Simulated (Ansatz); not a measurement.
# Manganese, diamond: r²SCAN0 at the r²SCAN geometry

Aim: see what exact exchange does to the levels, and what it costs. Spin polarisation is left out, though the real metal is magnetic, so these are not its levels. The geometry was relaxed under r²SCAN beforehand and is kept. Exact exchange is dear, so the k-mesh is coarse, and r²SCAN is run on the same mesh for comparison.

Method: DFT, plane waves (500 eV) with PBE-made PAW files, scalar-relativistic; functionals as named at each step, in Ansatz 0.2.0.

### Step 1. The structure to begin with

The structure is cubic, space group Fd-3m (No. 227). Conventional cell: a = 4.895 Å, b = 4.895 Å, c = 4.895 Å, α = 90.00°, β = 90.00°, γ = 90.00°. Mn (site symmetry -43m) has 4 Mn at 2.12 Å as nearest neighbours.

Structure file:

```
CELL_PARAMETERS angstrom
0.00000 2.44752 2.44752
2.44752 0.00000 2.44752
2.44752 2.44752 0.00000
ATOMIC_POSITIONS crystal
Mn 0.12500 0.12500 0.12500
Mn 0.87500 0.87500 0.87500
```

### Step 2. r²SCAN, coarse mesh

The run with r²SCAN.

File input.yaml:

```yaml
crystal:
  lattice:
    - [0.0, 2.4475242822, 2.4475242822]
    - [2.4475242822, 0.0, 2.4475242822]
    - [2.4475242822, 2.4475242822, 0.0]
  atoms:
    - { symbol: Mn, position: [0.125, 0.125, 0.125] }
    - { symbol: Mn, position: [0.875, 0.875, 0.875] }
hamiltonian:
  xc: r2scan
  pseudopotentials:
    kind: paw
    azcp:
      Mn: "pseudopotentials/Mn.paw.azcp"
basis:
  ecutwfc: 500
  fft_grid_basis: typed
kpoints:
  mp_grid: { grid: [6, 6, 6], shift: [0, 0, 0] }
magnetization:
  spin_polarized: false
scf:
  occupations: { method: fermi_dirac, width: 0.1 }
```

The run is started by

```sh
$ ansatz run input.yaml --threads 4 --pin off --max-ram 8192MiB --backend cpu --events-out ev --progress --plain --runs-dir out
```

### Step 3. r²SCAN0 on the coarse mesh

The run with r²SCAN0.

Changes to input.yaml since step 2:

```diff
@@ -9,3 +9,3 @@
 hamiltonian:
-  xc: r2scan
+  xc: r2scan0
   pseudopotentials:
```

(Steps that only read results are left out.)

What does the calculation give? Wanted: r²SCAN: gap; r²SCAN0: gap.

The runs gave:

| quantity | value |
| --- | --- |
| r²SCAN: gap | none (levels filled in part) |
| r²SCAN0: gap | none (levels filled in part) |
| r²SCAN0: SCF cycles, exchange loops | 28, 4 |
| r²SCAN0: CPU time over that of r²SCAN | 13 |

**Reading.** Neither r²SCAN nor r²SCAN0 shows a clean gap on this mesh. The hybrid took 13 times as much CPU time as r²SCAN on the same settings. The exchange operator of r²SCAN0 was renewed in 4 outer loops. Absolute energies differ from functional to functional, by eV per atom at times, and say nothing by themselves.
